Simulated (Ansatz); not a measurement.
# C2H7FO2Sn: one species, many methods

How much do the methods differ for C2H7FO2Sn? The plan is to run it at one geometry with functionals of several rungs and with coupled cluster, and see how far each lands from CCSD(T) at the basis-set limit for the atomisation energy.

Program: Ansatz 0.2.0, Gaussian basis. Level of theory: functionals in def2-TZVPP, the program's frozen cores in correlated methods. These are calculated values, not measurements.

The runs, in order: PBE-D4, r2SCAN-D4, PBE0-D4, B3LYP-D4, ωB97X-V, ωB97M-V, B2PLYP; CCSD(T)/def2-TZVPP; MP2/def2-QZVPP; extrapolation to the limit.

**1. The geometry**

All runs share one geometry, relaxed beforehand with PBE0-D4 in a triple-zeta def2 set. Sn takes the def2 core potential; no spin-orbit term is included.

SMILES `C[O][SnH]([F])[O]C`, 13 atoms, charge 0, spin multiplicity 1.

Atoms are counted from 1 here; the program's logs count them from 0.

Bond lengths: C1–O2 1.415 Å, C1–H7 1.095 Å, C1–H8 1.093 Å, C1–H9 1.096 Å, O2–Sn3 1.933 Å, Sn3–F4 1.920 Å, Sn3–O5 1.942 Å, Sn3–H10 1.689 Å, O5–C6 1.412 Å, C6–H11 1.095 Å, C6–H12 1.097 Å, C6–H13 1.093 Å. Angles: O2–C1–H7 112.2°, O2–C1–H8 107.5°, O2–C1–H9 111.6°, H7–C1–H8 108.4°, H7–C1–H9 108.7°, H8–C1–H9 108.3°, C1–O2–Sn3 120.7°, O2–Sn3–F4 108.3°, O2–Sn3–O5 106.0°, O2–Sn3–H10 111.0°, F4–Sn3–O5 103.5°, F4–Sn3–H10 109.3°, O5–Sn3–H10 118.1°, Sn3–O5–C6 121.8°, O5–C6–H11 112.5°, O5–C6–H12 111.9°, O5–C6–H13 107.6°, H11–C6–H12 108.4° and more.

**2. PBE-D4 (GGA)**

in.yaml reads:

```yaml
crystal:
  periodic: [false, false, false]
  atoms:
    - {symbol: C, position_ang: [0.495707, 1.550991, -1.768985]}
    - {symbol: O, position_ang: [0.907112, 1.793042, -0.436937]}
    - {symbol: Sn, position_ang: [0.254769, 0.694282, 1.013130]}
    - {symbol: F, position_ang: [-1.644913, 0.940172, 1.149979]}
    - {symbol: O, position_ang: [0.431705, -1.144377, 0.414458]}
    - {symbol: C, position_ang: [-0.475690, -2.149501, 0.816266]}
    - {symbol: H, position_ang: [0.636998, 0.505235, -2.062623]}
    - {symbol: H, position_ang: [1.108339, 2.177635, -2.421656]}
    - {symbol: H, position_ang: [-0.555549, 1.818958, -1.922113]}
    - {symbol: H, position_ang: [0.981525, 1.128668, 2.475109]}
    - {symbol: H, position_ang: [-1.520024, -1.841899, 0.699182]}
    - {symbol: H, position_ang: [-0.317840, -2.448959, 1.859816]}
    - {symbol: H, position_ang: [-0.302139, -3.024256, 0.184373]}
basis:
  gaussian: {orbitals: def2-TZVPP}
hamiltonian: {xc: pbe, dispersion: d4}
output: {forces: true, orbitals: {seedname: orbitals}}
```

The run is started by

```bash
ansatz run in.yaml --threads 2 --pin off --events-out ev --progress --plain --max-ram 32768MiB --backend cuda --devices 0, --max-vram 18GiB
```

After this run come: r2SCAN-D4 (meta-GGA); PBE0-D4 (hybrid); B3LYP-D4 (hybrid); ωB97X-V (range-separated); ωB97M-V (range-separated); B2PLYP (double hybrid); CCSD(T) in def2-TZVPP; MP2 in def2-QZVPP.

**Question.** What will the summary of the whole plan be? Wanted: atomisation energy, CCSD(T)/CBS; farthest; mean size of error, hybrid; mean size of error, range-separated; gap, smallest and largest; T1 diagnostic; triples share of the correlation energy.

As calculated:

```
                               quantity                                 value
        atomisation energy, CCSD(T)/CBS                         4678.4 kJ/mol
 functionals within 46.8 kJ/mol (1.0 %)           r2SCAN-D4, ωB97X-V, ωB97M-V
                               farthest                 B2PLYP (-92.4 kJ/mol)
             mean size of error, hybrid                           60.5 kJ/mol
    mean size of error, range-separated                           25.1 kJ/mol
              gap, smallest and largest  4.39 eV (PBE-D4), 11.70 eV (ωB97X-V)
                          T1 diagnostic                                0.0141
triples share of the correlation energy                                 3.4 %
```

PBE-D4 is off by +55.7 kJ/mol. Double hybrids carry the basis error of their MP2 part in triple zeta, and no dispersion term here, so their miss is partly the set-up's. Misses under about 46.8 kJ/mol are within the doubt on the reference itself, which lacks core-valence correlation, spin-orbit coupling and higher excitations, and its outer-core shells are covered unevenly. All levels share the lack of spin-orbit coupling, which lowers the free heavy atoms and so the true binding. Hartree-Fock recovers 69 % of the binding; the rest is correlation. Orbital gaps span 4.4 to 11.7 eV; exact exchange widens them. Correlated methods include outer-core shells of Sn, which these sets cover unevenly.
